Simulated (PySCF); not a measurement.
# RhO₂⁻: relaxation and vibrations of the quintet

Where does quintet RhO₂⁻ go from a bent start, is the end point a minimum, and what are its modes, charges and moments?

The runs use PySCF 2.14.0; B3LYP, basis Rh def2-SVPD with ECP28, O def2-SVPD, scalar-relativistic core potentials, no spin–orbit coupling, density fitting.

## (1) Where the work starts

3 atoms, charge -1, spin multiplicity 5.

Bond lengths: Rh1–O2 1.670 Å, Rh1–O3 1.670 Å. Angles: O2–Rh1–O3 110.0°.

Z-matrix (Å, degrees; charge -1 multiplicity 5):
```
Rh
O  1 1.6700
O  1 1.6700 2 110.00
```

## (2) Relaxing the quintet from the bent start

The steps below are one call of a driver around PySCF. For each, scf.py gives the equivalent set-up of the SCF; relaxations use the driver's own optimiser. Before each start the driver seeks the lowest SCF state from one or more starting densities and follows internal instabilities, so scf.py alone need not reach the same state.

The program finds C2v symmetry in the start, which this walk keeps.

The input, scf.py:

```python
from pyscf import gto, scf, dft
mol = gto.M(atom='''
Rh     0.000000     0.000000    -0.227162
O      1.368000    -0.000000     0.730738
O     -1.368000     0.000000     0.730738''',
    basis={'Rh': 'def2-SVPD', 'O': 'def2-SVPD'},
    ecp={'Rh': 'def2-SVPD'},
    charge=-1, spin=4)
mf = dft.UKS(mol, xc='B3LYP')
mf.grids.atom_grid = (50, 194)
aux = {'Rh': 'def2-universal-JKFIT', 'O': 'def2-universal-JKFIT'}
mf = mf.density_fit(auxbasis=aux)
mf.kernel()
```

The optimiser's trace:

```csv
step,energy (Eh),change (kJ/mol),largest symmetric gradient (Eh/bohr)
0,-260.817323,0.00,0.12766
1,-260.857901,-106.54,0.02173
2,-260.863997,-122.54,0.02289
3,-260.870841,-140.51,0.02180
4,-260.872491,-144.84,0.01508
5,-260.873868,-148.46,0.00310
6,-260.873963,-148.71,0.00047
7,-260.873970,-148.73,0.00006
```

The walk ran for 8.9 s (4 threads, shared host).

Geometry (Å) and forces (eV/Å) at some steps:

```
step 0
Rh   0.000   0.000  -0.227   0.000   0.000  -6.564
O    1.368   0.000   0.731   6.491   0.000   3.282
O   -1.368   0.000   0.731  -6.491   0.000   3.282
step 1
Rh   0.000   0.000  -0.265   0.000   0.000   1.117
O    1.523   0.000   0.750   0.576   0.000  -0.559
O   -1.523   0.000   0.750  -0.576   0.000  -0.559
step 4
Rh   0.000   0.000   0.010   0.000   0.000   0.775
O    1.763   0.000   0.612  -0.674   0.000  -0.388
O   -1.763   0.000   0.612   0.674   0.000  -0.388
step 7
Rh   0.000   0.000   0.089   0.000   0.000   0.002
O    1.772   0.000   0.572  -0.003   0.000  -0.001
O   -1.772   0.000   0.572   0.003   0.000  -0.001
```

End point (C2v, 7 steps, 148.7 kJ/mol gained): Rh–O 1.836 Å (×2); O–Rh–O 149.5°.

## (3) Frequencies

On the finer grid the gradient is checked again; gradients at displacements of ±0.01 bohr then give force constants and infrared intensities.

scf.py, as its differences from that of step 2:

```diff
@@ -3,3 +3,3 @@
-Rh     0.000000     0.000000    -0.227162
-O      1.368000    -0.000000     0.730738
-O     -1.368000     0.000000     0.730738''',
+Rh     0.000000     0.000000    -0.114156
+O      1.771580    -0.000000     0.368210
+O     -1.771580     0.000000     0.368210''',
@@ -10 +10 @@
-mf.grids.atom_grid = (50, 194)
+mf.grids.atom_grid = (75, 302)
```

This SCF starts from the last density.

Log of the central SCF (cycles and frontier levels):

```text
init E= -260.874057669887
[... the frontier-level lines of each cycle are left out ...]
cycle= 1 E= -260.874057525247  delta_E= 1.45e-07  |g|= 0.000591  |ddm|= 0.000531
cycle= 2 E= -260.874054467082  delta_E= 3.06e-06  |g|= 0.00272  |ddm|= 0.0024
cycle= 3 E= -260.874057676334  delta_E= -3.21e-06  |g|= 4.87e-05  |ddm|= 0.00197
cycle= 4 E= -260.874057677249  delta_E= -9.15e-10  |g|= 1.12e-05  |ddm|= 3.79e-05
cycle= 5 E= -260.874057677312  delta_E= -6.31e-11  |g|= 4.21e-06  |ddm|= 1.38e-05
Extra cycle  E= -260.874057677212  delta_E= 9.99e-11  |g|= 1.61e-05  |ddm|= 1.56e-05
converged SCF energy = -260.874057677212  <S^2> = 6.031285  2S+1 = 5.0124984
```

The whole step took 14 s.

Geometry: C2v; Rh–O 1.836 Å (×2); O–Rh–O 149.5°.

Harmonic modes (main isotopes):

```json
{"symmetry": "a1", "ω (cm⁻¹)": "162", "IR (km/mol)": "24.3", "type": "bend"}
{"symmetry": "b2", "ω (cm⁻¹)": "638", "IR (km/mol)": "171", "type": "stretch"}
{"symmetry": "a1", "ω (cm⁻¹)": "709", "IR (km/mol)": "15.5", "type": "stretch"}
```

All wavenumbers are real: a minimum.

Properties at this point:

```yaml
Dipole_moment_about_the_centre_of_mass: 2.43 D
Highest_occupied_level: -0.56 eV
Lowest_empty_level: 1.19 eV
Rotational_constants: 2.969, 0.1679, 0.1589 cm⁻¹
Zero-point_energy: 9.0 kJ/mol
Principal_polarisabilities: 49.4, 52.3, 101.2 bohr³
Principal_traceless_quadrupole_moments_about_the_centre_of_mass: -21.15, 9.55, 11.60 D Å
Entropy_at_298.15_K_and_1_bar_electronic_part_spin_only: 285.4 J/(mol K)
Heat_capacity_Cp_at_298.15_K: 48.5 J/(mol K)
Enthalpy_at_298.15_K_above_0_K: 12.21 kJ/mol
Rotational_symmetry_number: 2
Spin_squared_⟨S²⟩: 6.031
```

Populations by atom (charges in e):

```csv
atom,Mulliken,Löwdin,polar tensor,spin (Mulliken),Mayer order to Rh1
Rh1,0.87,0.49,0.59,2.54,–
"O2,3",-0.94,-0.74,-0.80,0.73,1.15
```

Mulliken populations on Rh1 (outside its core potential): s 2.59, p 6.06, d 7.47, f 0.01.

## (4) Outcome

| quantity | value |
| --- | --- |
| minimum | quintet, C2v |
| geometry | Rh–O 1.836 Å (×2); O–Rh–O 149.5° |
| wavenumbers (cm⁻¹) | 162 (a1), 638 (b2), 709 (a1) |
| dipole moment (centre of mass) | 2.43 D |
| highest occupied, lowest empty level (either spin) | -0.56, 1.19 eV |
| polar-tensor charge of Rh1 | +0.59 e |
| zero-point energy | 9.0 kJ/mol |
| entropy at 298.15 K | 285.4 J/(mol K) |
| ⟨S²⟩ | 6.031 |

What this shows: The bent start keeps its C2v symmetry and ends in a minimum. The strongest infrared band lies at 638 cm⁻¹ (b2, stretch). Most of the spin sits on Rh1 (Mulliken spin 2.54, against 4 for the whole molecule). Only this shape and spin were tried, so other structures or states may lie lower. Open d and f shells are described by one determinant, and the ground state may have another occupation or spin.

The search up to here took 29 s.
